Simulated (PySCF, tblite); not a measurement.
# C5H5F3: a rotation path, then NMR shifts on frames

How do NMR shifts of C5H5F3 (`C=C=C(C)C(F)(F)F`) change as the atoms move?

Computed with tblite 0.8.0 and PySCF 2.14.0, with density-fitted response routines of our own, on a single molecule in the gas phase. Atoms are numbered from 0 throughout.

### 1 The molecule as given

13 atoms, charge 0, multiplicity 1; geometry from: GFN2-xTB.

Bonds of the start (Å): C0–C1 1.29, C1–C2 1.30, C2–C3 1.50, C2–C4 1.50, C4–F5 1.34, C4–F6 1.35, C4–F7 1.35, C0–H8 1.08, C0–H9 1.08, C3–H10 1.09, C3–H11 1.09, C3–H12 1.09.

### 2 The rotation path with GFN2-xTB

The job: settings as JSON, then the geometry in Å.

```
{"job": {"kind": "neb", "xc": "GFN2-xTB", "basis": "xTB", "atoms": [3, 2, 4, 6], "turn": 120}, "charge": 0, "multiplicity": 1}
C      2.321834    -0.631845     0.254662
C      1.075808    -0.325635     0.119028
C     -0.181440    -0.015806    -0.017219
C     -1.327308    -0.985988     0.008013
C     -0.582502     1.421134    -0.212937
F      0.457838     2.262924    -0.275033
F     -1.372993     1.865485     0.783832
F     -1.286809     1.600413    -1.346847
H      2.794512    -0.657971     1.222791
H      2.941750    -0.870344    -0.593949
H     -0.957236    -1.995363     0.158120
H     -2.013144    -0.728361     0.814619
H     -1.874699    -0.938157    -0.932809
```

Method: GFN2-xTB climbing-image nudged elastic band, gas phase.

Run with:

```bash
OMP_NUM_THREADS=1 python probes_run.py task.json out
```

This one command runs all jobs of the session in turn.

Log:

```text
image   E - E0 / eV
  0       0.0000
  1       0.0079
  2       0.0212
  3       0.0320
  4       0.0347
  5       0.0283
  6       0.0158
  7       0.0042
  8       0.0000
```

Wall time 3.6 s (1 thread, shared host).

The final band, with the dihedral C3–C2–C4–F6:

| image | dihedral (°) | energy (eV) | energy (kcal/mol) |
| --- | --- | --- | --- |
| 0 | 61 | 0.000 | 0.0 |
| 1 | 76 | 0.008 | 0.2 |
| 2 | 92 | 0.021 | 0.5 |
| 3 | 108 | 0.032 | 0.7 |
| 4 | 123 | 0.035 | 0.8 |
| 5 | 139 | 0.028 | 0.7 |
| 6 | 154 | 0.016 | 0.4 |
| 7 | 169 | 0.004 | 0.1 |
| 8 | 182 | 0.000 | 0.0 |

### 3 Shielding tensors: image 0, PBE0/pcSseg-1

The job: settings as JSON, then the geometry in Å.

```
{"job": {"kind": "nmr", "xc": "PBE0", "basis": "pcSseg-1", "pop": false}, "charge": 0, "multiplicity": 1}
C      2.321800    -0.631800     0.254700
C      1.075800    -0.325600     0.119000
C     -0.181400    -0.015800    -0.017200
C     -1.327300    -0.986000     0.008000
C     -0.582500     1.421100    -0.212900
F      0.457800     2.262900    -0.275000
F     -1.373000     1.865500     0.783800
F     -1.286800     1.600400    -1.346800
H      2.794500    -0.658000     1.222800
H      2.941800    -0.870300    -0.593900
H     -0.957200    -1.995400     0.158100
H     -2.013100    -0.728400     0.814600
H     -1.874700    -0.938200    -0.932800
```

With the program's defaults for keys left out, this is: GIAO PBE0/pcSseg-1 NMR shielding, non-relativistic, gas phase.

Log:

```text
coarse grid: 11792 points
cycle   1  E = -492.2538079910  dE =  1.253e+00  |g| = 8.974e-01  |ddm| = 3.659e+00
cycle   2  E = -492.1100737627  dE =  1.437e-01  |g| = 1.342e+00  |ddm| = 1.319e+00
cycle   3  E = -492.3926085421  dE = -2.825e-01  |g| = 1.011e-01  |ddm| = 8.682e-01
cycle   4  E = -492.3943115337  dE = -1.703e-03  |g| = 6.062e-02  |ddm| = 1.427e-01
cycle   5  E = -492.3952091456  dE = -8.976e-04  |g| = 1.434e-02  |ddm| = 6.398e-02
cycle   6  E = -492.3952570574  dE = -4.791e-05  |g| = 2.497e-03  |ddm| = 1.308e-02
cycle   7  E = -492.3952584626  dE = -1.405e-06  |g| = 5.578e-04  |ddm| = 2.907e-03
final grid: 117712 points
cycle   8  E = -492.4637421431  dE = -4.771e-05  |g| = 7.696e-03  |ddm| = 4.605e-02
cycle   9  E = -492.4637371057  dE =  5.037e-06  |g| = 9.760e-03  |ddm| = 1.455e-02
cycle  10  E = -492.4637548720  dE = -1.777e-05  |g| = 1.176e-03  |ddm| = 7.562e-03
cycle  11  E = -492.4637551374  dE = -2.653e-07  |g| = 3.504e-04  |ddm| = 1.135e-03
cycle  12  E = -492.4637551642  dE = -2.687e-08  |g| = 1.382e-04  |ddm| = 3.830e-04
cycle  13  E = -492.4637551686  dE = -4.348e-09  |g| = 2.401e-05  |ddm| = 1.410e-04
cycle  14  E = -492.4637551687  dE = -1.115e-10  |g| = 6.989e-06  |ddm| = 2.526e-05
converged SCF energy = -492.4637551687

GIAO shielding tensors (ppm)
atom      isotropic    diamagn.    paramagn.     s11        s22        s33       span
  0 C      102.260     263.144    -160.884      9.560    125.921    171.299    161.739
  1 C      -32.561     259.927    -292.488    -58.665    -42.211      3.195     61.860
  2 C       86.631     264.433    -177.802     14.073    104.365    141.454    127.381
  3 C      170.868     243.972     -73.104    161.980    164.804    185.819     23.839
  4 C       53.084     240.622    -187.538     49.882     54.407     54.964      5.081
  5 F      258.938     473.613    -214.675    173.292    258.955    344.569    171.277
  6 F      249.507     473.513    -224.005    160.757    247.401    340.364    179.607
  7 F      250.601     473.420    -222.819    162.600    249.682    339.521    176.921
  8 H       26.340      29.963      -3.623     24.394     24.654     29.973      5.579
  9 H       26.338      29.944      -3.605     24.386     24.646     29.984      5.598
 10 H       29.896      29.356       0.541     25.687     28.105     35.897     10.210
 11 H       29.602      28.076       1.526     24.934     28.412     35.462     10.528
 12 H       29.578      28.096       1.482     24.877     28.416     35.442     10.565
```

Wall time 28 s (1 thread, shared host).

Shifts follow as δ = σ(reference) − σ, with reference shieldings (ppm) from runs at the same level and on the same kind of geometry: 1H TMS 31.72, 13C TMS 186.9, 19F CFCl3 170.9. The references are single molecules in the gas phase, so shifts against H2O, NH3, PH3, H3PO4 or CFCl3 are not on the usual liquid scales and can be off by tens of ppm. Each atom is listed at this fixed geometry, with no averaging over motion; a spectrum would average atoms that exchange fast.

| atoms | environment | σ (ppm) | δ (ppm) |
| --- | --- | --- | --- |
| C1 | central carbon of an allene | -32.6 | 219.5 |
| C4 | CF3 carbon | 53.1 | 133.8 |
| C2 | terminal carbon of a cumulated C=C=C unit | 86.6 | 100.3 |
| C0 | terminal carbon of a cumulated C=C=C unit | 102.3 | 84.7 |
| C3 | allylic methyl carbon | 170.9 | 16.1 |
| H9 | hydrogen on a terminal carbon of a cumulated C=C=C unit | 26.34 | 5.38 |
| H8 | hydrogen on a terminal carbon of a cumulated C=C=C unit | 26.34 | 5.38 |
| H12 | hydrogen on an allylic methyl carbon | 29.58 | 2.14 |
| H11 | hydrogen on an allylic methyl carbon | 29.60 | 2.11 |
| H10 | hydrogen on an allylic methyl carbon | 29.90 | 1.82 |
| F6 | fluorine of a CF3 group | 249.5 | -78.6 |
| F7 | fluorine of a CF3 group | 250.6 | -79.7 |
| F5 | fluorine of a CF3 group | 258.9 | -88.0 |

### 4 Shielding tensors: image 2, PBE0/pcSseg-1

The job: settings as JSON, then the geometry in Å.

```
{"job": {"kind": "nmr", "xc": "PBE0", "basis": "pcSseg-1", "pop": false}, "charge": 0, "multiplicity": 1}
C      2.306600    -0.616600     0.367000
C      1.067300    -0.315500     0.170200
C     -0.183600    -0.021200    -0.042900
C     -1.316700    -1.004100    -0.105300
C     -0.584800     1.422200    -0.201700
F      0.354100     2.170400    -0.800900
F     -0.832300     2.015000     0.985600
F     -1.706300     1.567400    -0.923800
H      2.731400    -0.655100     1.356100
H      2.969800    -0.839300    -0.452000
H     -0.947000    -2.012900     0.046200
H     -2.055200    -0.766700     0.659900
H     -1.807800    -0.943100    -1.076100
```

Method: GIAO PBE0/pcSseg-1 NMR shielding, non-relativistic, gas phase.

Log:

```text
coarse grid: 11792 points
cycle   1  E = -492.2508596504  dE =  1.254e+00  |g| = 8.997e-01  |ddm| = 3.575e+00
cycle   2  E = -492.1053489162  dE =  1.455e-01  |g| = 1.348e+00  |ddm| = 1.323e+00
cycle   3  E = -492.3903699192  dE = -2.850e-01  |g| = 1.018e-01  |ddm| = 8.686e-01
cycle   4  E = -492.3920914832  dE = -1.722e-03  |g| = 6.136e-02  |ddm| = 1.429e-01
cycle   5  E = -492.3930161540  dE = -9.247e-04  |g| = 1.436e-02  |ddm| = 6.334e-02
cycle   6  E = -492.3930646666  dE = -4.851e-05  |g| = 2.436e-03  |ddm| = 1.314e-02
cycle   7  E = -492.3930660378  dE = -1.371e-06  |g| = 5.175e-04  |ddm| = 2.941e-03
final grid: 117712 points
cycle   8  E = -492.4616883375  dE = -4.664e-05  |g| = 7.310e-03  |ddm| = 4.345e-02
cycle   9  E = -492.4616841883  dE =  4.149e-06  |g| = 9.147e-03  |ddm| = 1.440e-02
cycle  10  E = -492.4617001057  dE = -1.592e-05  |g| = 1.164e-03  |ddm| = 7.329e-03
cycle  11  E = -492.4617003618  dE = -2.561e-07  |g| = 3.501e-04  |ddm| = 1.094e-03
cycle  12  E = -492.4617003888  dE = -2.698e-08  |g| = 1.349e-04  |ddm| = 3.803e-04
cycle  13  E = -492.4617003929  dE = -4.130e-09  |g| = 2.263e-05  |ddm| = 1.340e-04
cycle  14  E = -492.4617003930  dE = -1.032e-10  |g| = 6.569e-06  |ddm| = 2.327e-05
converged SCF energy = -492.4617003930

GIAO shielding tensors (ppm)
atom      isotropic    diamagn.    paramagn.     s11        s22        s33       span
  0 C      101.938     262.910    -160.972      9.223    125.698    170.893    161.671
  1 C      -33.948     259.433    -293.381    -58.332    -44.254      0.742     59.074
  2 C       85.773     263.443    -177.670     12.492    103.461    141.368    128.876
  3 C      169.715     244.008     -74.293    160.169    166.154    182.820     22.651
  4 C       52.849     240.934    -188.085     50.154     53.411     54.981      4.827
  5 F      249.793     473.982    -224.189    171.797    236.169    341.414    169.617
  6 F      237.171     474.241    -237.070    153.295    222.858    335.359    182.064
  7 F      254.543     473.088    -218.545    178.284    254.904    330.441    152.157
  8 H       26.338      29.783      -3.445     24.401     24.705     29.910      5.509
  9 H       26.307      29.896      -3.590     24.352     24.630     29.938      5.586
 10 H       29.908      29.358       0.551     25.696     28.083     35.946     10.250
 11 H       29.671      28.201       1.470     25.345     28.120     35.548     10.203
 12 H       29.452      28.396       1.056     24.812     28.289     35.256     10.445
```

It took 28 s on 1 thread, shared host.

This run: δ C1 220.9, C4 134.1, C2 101.2, C0 85.0, H9 5.41, H8 5.38 ppm.

### 5 Shielding tensors: image 4, PBE0/pcSseg-1

The job: settings as JSON, then the geometry in Å.

```
{"job": {"kind": "nmr", "xc": "PBE0", "basis": "pcSseg-1", "pop": false}, "charge": 0, "multiplicity": 1}
C      2.283700    -0.606700     0.474600
C      1.053500    -0.311900     0.219200
C     -0.190500    -0.022200    -0.038700
C     -1.300600    -1.017700    -0.212200
C     -0.587100     1.426400    -0.179700
F      0.016900     2.035100    -1.218300
F     -0.275800     2.158800     0.906300
F     -1.904300     1.581700    -0.369800
H      2.650700    -0.678500     1.484800
H      2.996200    -0.790800    -0.312000
H     -0.924800    -2.026700    -0.077900
H     -2.088500    -0.821900     0.514000
H     -1.733800    -0.925200    -1.207900
```

Level: GIAO PBE0/pcSseg-1 NMR shielding, non-relativistic, gas phase.

Log:

```text
coarse grid: 11792 points
cycle   1  E = -492.2489512766  dE =  1.254e+00  |g| = 9.014e-01  |ddm| = 3.514e+00
cycle   2  E = -492.1020152057  dE =  1.469e-01  |g| = 1.352e+00  |ddm| = 1.314e+00
cycle   3  E = -492.3890659865  dE = -2.871e-01  |g| = 1.024e-01  |ddm| = 8.584e-01
cycle   4  E = -492.3908003056  dE = -1.734e-03  |g| = 6.195e-02  |ddm| = 1.429e-01
cycle   5  E = -492.3917456003  dE = -9.453e-04  |g| = 1.437e-02  |ddm| = 6.293e-02
cycle   6  E = -492.3917945289  dE = -4.893e-05  |g| = 2.380e-03  |ddm| = 1.321e-02
cycle   7  E = -492.3917958739  dE = -1.345e-06  |g| = 4.602e-04  |ddm| = 2.968e-03
final grid: 117712 points
cycle   8  E = -492.4602966139  dE = -4.553e-05  |g| = 7.478e-03  |ddm| = 4.512e-02
cycle   9  E = -492.4602919418  dE =  4.672e-06  |g| = 9.453e-03  |ddm| = 1.478e-02
cycle  10  E = -492.4603087273  dE = -1.679e-05  |g| = 1.189e-03  |ddm| = 7.627e-03
cycle  11  E = -492.4603090043  dE = -2.770e-07  |g| = 3.542e-04  |ddm| = 1.102e-03
cycle  12  E = -492.4603090324  dE = -2.818e-08  |g| = 1.327e-04  |ddm| = 3.823e-04
cycle  13  E = -492.4603090364  dE = -3.970e-09  |g| = 2.173e-05  |ddm| = 1.287e-04
cycle  14  E = -492.4603090365  dE = -9.948e-11  |g| = 6.116e-06  |ddm| = 2.275e-05
converged SCF energy = -492.4603090365

GIAO shielding tensors (ppm)
atom      isotropic    diamagn.    paramagn.     s11        s22        s33       span
  0 C      101.769     262.726    -160.957      9.116    125.673    170.517    161.401
  1 C      -35.139     259.152    -294.291    -58.110    -46.236     -1.072     57.038
  2 C       85.265     263.177    -177.912     11.200    103.548    141.049    129.849
  3 C      168.963     243.794     -74.831    159.389    166.445    181.055     21.666
  4 C       52.691     241.062    -188.372     51.315     53.006     53.751      2.435
  5 F      235.338     474.316    -238.978    163.208    210.416    332.388    169.180
  6 F      235.850     474.409    -238.559    165.200    209.099    333.250    168.050
  7 F      255.131     472.924    -217.793    186.708    250.687    327.998    141.290
  8 H       26.298      29.763      -3.465     24.326     24.685     29.882      5.555
  9 H       26.304      29.739      -3.435     24.379     24.662     29.870      5.490
 10 H       29.900      29.334       0.567     25.679     28.070     35.952     10.273
 11 H       29.528      28.455       1.073     25.135     28.129     35.320     10.185
 12 H       29.566      28.366       1.200     25.290     27.954     35.453     10.163
```

It took 28 s on 1 thread, shared host.

Key values: δ C1 222.1, C4 134.2, C2 101.7, C0 85.2, H8 5.42, H9 5.41 ppm.

### 6 Shielding tensors: image 6, PBE0/pcSseg-1

The job: settings as JSON, then the geometry in Å.

```
{"job": {"kind": "nmr", "xc": "PBE0", "basis": "pcSseg-1", "pop": false}, "charge": 0, "multiplicity": 1}
C      2.261800    -0.603400     0.583500
C      1.043500    -0.316700     0.270600
C     -0.187600    -0.023000    -0.036400
C     -1.278900    -1.015000    -0.318400
C     -0.586200     1.424300    -0.159600
F     -0.493300     1.876700    -1.427200
F      0.168500     2.247300     0.583700
F     -1.858400     1.635500     0.214500
H      2.571200    -0.707300     1.609800
H      3.019000    -0.748300    -0.168600
H     -0.902600    -2.026000    -0.200400
H     -2.111100    -0.855100     0.366000
H     -1.650200    -0.888400    -1.335200
```

Level: GIAO PBE0/pcSseg-1 NMR shielding, non-relativistic, gas phase.

Log:

```text
coarse grid: 11792 points
cycle   1  E = -492.2532420577  dE =  1.255e+00  |g| = 8.995e-01  |ddm| = 3.598e+00
cycle   2  E = -492.1079777535  dE =  1.453e-01  |g| = 1.347e+00  |ddm| = 1.319e+00
cycle   3  E = -492.3926798137  dE = -2.847e-01  |g| = 1.015e-01  |ddm| = 8.652e-01
cycle   4  E = -492.3943932156  dE = -1.713e-03  |g| = 6.111e-02  |ddm| = 1.428e-01
cycle   5  E = -492.3953086582  dE = -9.154e-04  |g| = 1.435e-02  |ddm| = 6.345e-02
cycle   6  E = -492.3953569925  dE = -4.833e-05  |g| = 2.447e-03  |ddm| = 1.309e-02
cycle   7  E = -492.3953583668  dE = -1.374e-06  |g| = 5.274e-04  |ddm| = 2.923e-03
final grid: 117712 points
cycle   8  E = -492.4623028277  dE = -4.339e-05  |g| = 7.100e-03  |ddm| = 3.987e-02
cycle   9  E = -492.4622990380  dE =  3.790e-06  |g| = 8.843e-03  |ddm| = 1.385e-02
cycle  10  E = -492.4623140694  dE = -1.503e-05  |g| = 1.181e-03  |ddm| = 7.214e-03
cycle  11  E = -492.4623143326  dE = -2.631e-07  |g| = 3.267e-04  |ddm| = 1.078e-03
cycle  12  E = -492.4623143556  dE = -2.305e-08  |g| = 1.350e-04  |ddm| = 3.658e-04
cycle  13  E = -492.4623143597  dE = -4.097e-09  |g| = 2.348e-05  |ddm| = 1.327e-04
cycle  14  E = -492.4623143598  dE = -1.127e-10  |g| = 6.809e-06  |ddm| = 2.438e-05
converged SCF energy = -492.4623143598

GIAO shielding tensors (ppm)
atom      isotropic    diamagn.    paramagn.     s11        s22        s33       span
  0 C      102.171     262.976    -160.805      9.385    126.092    171.034    161.649
  1 C      -33.803     259.787    -293.590    -58.679    -44.335      1.606     60.285
  2 C       86.151     263.531    -177.380     12.976    104.078    141.399    128.422
  3 C      170.294     244.014     -73.720    161.064    165.815    184.002     22.939
  4 C       52.934     240.728    -187.793     50.339     53.458     55.007      4.668
  5 F      240.878     473.978    -233.100    154.785    230.627    337.222    182.438
  6 F      252.003     473.953    -221.951    171.677    241.496    342.835    171.159
  7 F      253.864     473.159    -219.295    174.355    255.206    332.030    157.675
  8 H       26.320      29.941      -3.620     24.320     24.662     29.979      5.659
  9 H       26.350      29.838      -3.489     24.441     24.678     29.929      5.488
 10 H       29.905      29.340       0.565     25.688     28.099     35.929     10.241
 11 H       29.470      28.356       1.114     24.706     28.445     35.259     10.554
 12 H       29.679      28.104       1.574     25.316     28.070     35.650     10.334
```

Wall time 27 s (1 thread, shared host).

Key values: δ C1 220.7, C4 134.0, C2 100.8, C0 84.8, H8 5.40, H9 5.37 ppm.

### 7 Nuclear shieldings: image 8, PBE0/pcSseg-1

The job: settings as JSON, then the geometry in Å.

```
{"job": {"kind": "nmr", "xc": "PBE0", "basis": "pcSseg-1", "pop": false}, "charge": 0, "multiplicity": 1}
C      2.237100    -0.610700     0.688500
C      1.037000    -0.319700     0.314700
C     -0.173300    -0.019400    -0.059800
C     -1.248000    -1.005500    -0.415900
C     -0.589900     1.423000    -0.156600
F     -1.033500     1.741100    -1.387700
F      0.396500     2.284500     0.125100
F     -1.602200     1.714600     0.683600
H      2.485400    -0.755600     1.727300
H      3.041000    -0.719200    -0.021100
H     -0.872100    -2.018700    -0.315600
H     -2.106200    -0.871400     0.241600
H     -1.576200    -0.842500    -1.442000
```

Method: GIAO PBE0/pcSseg-1 NMR shielding, non-relativistic, gas phase.

Log:

```text
coarse grid: 11792 points
cycle   1  E = -492.2551787372  dE =  1.254e+00  |g| = 8.978e-01  |ddm| = 3.662e+00
cycle   2  E = -492.1113431183  dE =  1.438e-01  |g| = 1.343e+00  |ddm| = 1.319e+00
cycle   3  E = -492.3940562476  dE = -2.827e-01  |g| = 1.012e-01  |ddm| = 8.685e-01
cycle   4  E = -492.3957621041  dE = -1.706e-03  |g| = 6.063e-02  |ddm| = 1.431e-01
cycle   5  E = -492.3966600545  dE = -8.980e-04  |g| = 1.435e-02  |ddm| = 6.411e-02
cycle   6  E = -492.3967080886  dE = -4.803e-05  |g| = 2.491e-03  |ddm| = 1.309e-02
cycle   7  E = -492.3967094866  dE = -1.398e-06  |g| = 5.575e-04  |ddm| = 2.903e-03
final grid: 117712 points
cycle   8  E = -492.4637291682  dE = -4.294e-05  |g| = 7.370e-03  |ddm| = 3.751e-02
cycle   9  E = -492.4637248119  dE =  4.356e-06  |g| = 9.244e-03  |ddm| = 1.392e-02
cycle  10  E = -492.4637412014  dE = -1.639e-05  |g| = 1.223e-03  |ddm| = 7.428e-03
cycle  11  E = -492.4637414876  dE = -2.861e-07  |g| = 3.331e-04  |ddm| = 1.146e-03
cycle  12  E = -492.4637415119  dE = -2.430e-08  |g| = 1.353e-04  |ddm| = 3.733e-04
cycle  13  E = -492.4637415159  dE = -4.056e-09  |g| = 2.415e-05  |ddm| = 1.340e-04
cycle  14  E = -492.4637415160  dE = -1.106e-10  |g| = 6.991e-06  |ddm| = 2.491e-05
converged SCF energy = -492.4637415160

GIAO shielding tensors (ppm)
atom      isotropic    diamagn.    paramagn.     s11        s22        s33       span
  0 C      102.225     263.139    -160.915      9.531    125.860    171.283    161.752
  1 C      -32.577     259.930    -292.508    -58.574    -42.305      3.146     61.720
  2 C       86.660     264.411    -177.750     14.079    104.410    141.491    127.412
  3 C      170.959     243.965     -73.006    162.195    164.829    185.854     23.659
  4 C       53.103     240.596    -187.493     49.879     54.436     54.993      5.113
  5 F      250.608     473.421    -222.813    162.565    249.723    339.534    176.969
  6 F      258.964     473.628    -214.664    173.375    259.035    344.483    171.108
  7 F      249.561     473.513    -223.952    160.765    247.502    340.416    179.651
  8 H       26.335      29.962      -3.627     24.390     24.650     29.966      5.576
  9 H       26.337      29.936      -3.599     24.384     24.644     29.983      5.599
 10 H       29.900      29.353       0.547     25.690     28.105     35.904     10.214
 11 H       29.611      28.078       1.533     24.937     28.420     35.477     10.540
 12 H       29.582      28.089       1.493     24.878     28.414     35.454     10.576
```

It took 27 s on 1 thread, shared host.

Key values: δ C1 219.5, C4 133.8, C2 100.3, C0 84.7, H8 5.38, H9 5.38 ppm.

### 8 Run by run: NMR shifts

Shifts (ppm) of some atoms, chosen among heavy atoms and hydrogens apart, with basis size and wall time:

| frame | C1 | C3 | H12 | H11 | F6 | F7 | F5 | functions | time |
| --- | --- | --- | --- | --- | --- | --- | --- | --- | --- |
| image 0 | 219.5 | 16.1 | 2.14 | 2.11 | -78.6 | -79.7 | -88.0 | 161 | 28 s |
| image 2 | 220.9 | 17.2 | 2.26 | 2.05 | -66.2 | -83.6 | -78.8 | 161 | 28 s |
| image 4 | 222.1 | 18.0 | 2.15 | 2.19 | -64.9 | -84.2 | -64.4 | 161 | 28 s |
| image 6 | 220.7 | 16.6 | 2.04 | 2.25 | -81.1 | -82.9 | -69.9 | 161 | 27 s |
| image 8 | 219.5 | 16.0 | 2.14 | 2.11 | -88.0 | -78.6 | -79.7 | 161 | 27 s |

### 9 Outcome

| quantity | value |
| --- | --- |
| barrier | 0.035 eV (0.8 kcal/mol) at image 4 |
| end to end (GFN2-xTB) | 0.000 eV |
| 13C shifts against TMS (PBE0/pcSseg-1, image 0) | 219.5, 133.8, 100.3, 84.7, 16.1 ppm |
| 1H shifts against TMS (PBE0/pcSseg-1, image 0) | 5.38, 5.38, 2.14, 2.11, 1.82 ppm |
| 19F shifts against CFCl3 (PBE0/pcSseg-1, image 0) | -78.6, -79.7, -88.0 ppm |
| range of the shift of F5 | -88.0 to -64.4 ppm |

Along the band the dihedral turns by 121°, and the top (dihedral 123°) lies 0.8 kcal/mol above the start (GFN2-xTB, rough), so at room temperature this motion is fast. The top was not checked by a frequency run. Shifts at one fixed geometry are not the observed spectrum, which averages over the motion. Across the 5 runs the shift of F5 moves most, between -88.0 (image 0) and -64.4 ppm (image 4).
